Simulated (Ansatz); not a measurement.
# GaPtC4N4: the cost of one run

Method: DFT PBE, scalar-relativistic, plane waves, PAW, in Ansatz 0.2.0.

## (1) The system as given

It takes space group P-43m (No. 215, cubic). The conventional cell has a = 5.858 Å, b = 5.858 Å, c = 5.858 Å, α = 90.00°, β = 90.00°, γ = 90.00°. Ga (site symmetry -43m) has 4 C at 1.90 Å as nearest neighbours. Pt (site symmetry -43m) has 4 N at 2.01 Å as nearest neighbours. Around C (site symmetry 3m) lie 1 N at 1.17 Å. Around N (site symmetry 3m) lie 1 C at 1.17 Å.

As a file:

```
Ga Pt C N
1.0
     5.85837    0.00000    0.00000
     0.00000    5.85837    0.00000
     0.00000    0.00000    5.85837
Ga Pt C N
1 1 4 4
Direct
  0.00000 0.00000 0.00000
  0.50000 0.50000 0.50000
  0.18685 0.18685 0.18685
  0.18685 0.81315 0.81315
  0.81315 0.18685 0.81315
  0.81315 0.81315 0.18685
  0.30216 0.30216 0.30216
  0.30216 0.69784 0.69784
  0.69784 0.30216 0.69784
  0.69784 0.69784 0.30216
```

The cell is invented: two interpenetrating cyanide-bridged diamond nets (P-43m, No. 215). Lengths come from tabulated atomic sizes and are only a guess.

## (2) Probe: one point on a coarse mesh

input.yaml reads:

```yaml
crystal:
  lattice:
    - [5.85837318, 0.0, 0.0]
    - [0.0, 5.85837318, 0.0]
    - [0.0, 0.0, 5.85837318]
  atoms:
    - { symbol: Ga, position: [0.0, 0.0, 0.0] }
    - { symbol: Pt, position: [0.5, 0.5, 0.5] }
    - { symbol: C, position: [0.18685326, 0.18685326, 0.18685326] }
    - { symbol: C, position: [0.18685326, 0.81314674, 0.81314674] }
    - { symbol: C, position: [0.81314674, 0.18685326, 0.81314674] }
    - { symbol: C, position: [0.81314674, 0.81314674, 0.18685326] }
    - { symbol: "N", position: [0.30215827, 0.30215827, 0.30215827] }
    - { symbol: "N", position: [0.30215827, 0.69784173, 0.69784173] }
    - { symbol: "N", position: [0.69784173, 0.30215827, 0.69784173] }
    - { symbol: "N", position: [0.69784173, 0.69784173, 0.30215827] }
basis:
  ecutwfc: 420
kpoints:
  mp_grid: { grid: [4, 4, 4] }
hamiltonian:
  xc: pbe
scf:
  occupations: { method: gaussian, width: 0.1 }
  lower_state_search: "off"
output:
  forces: true
  stress: true
  eigenvalues: true
```

On the command line:

```
$ ansatz run input.yaml --threads 1 --pin off --max-ram 2560MiB --backend cpu --events-out ev --progress --plain --runs-dir out
```

**Question.** How long does this run take on 1 thread of Arm Neoverse V2, shared host, and how much memory does it need?

About 7 s, with a peak of 0.4 GiB.
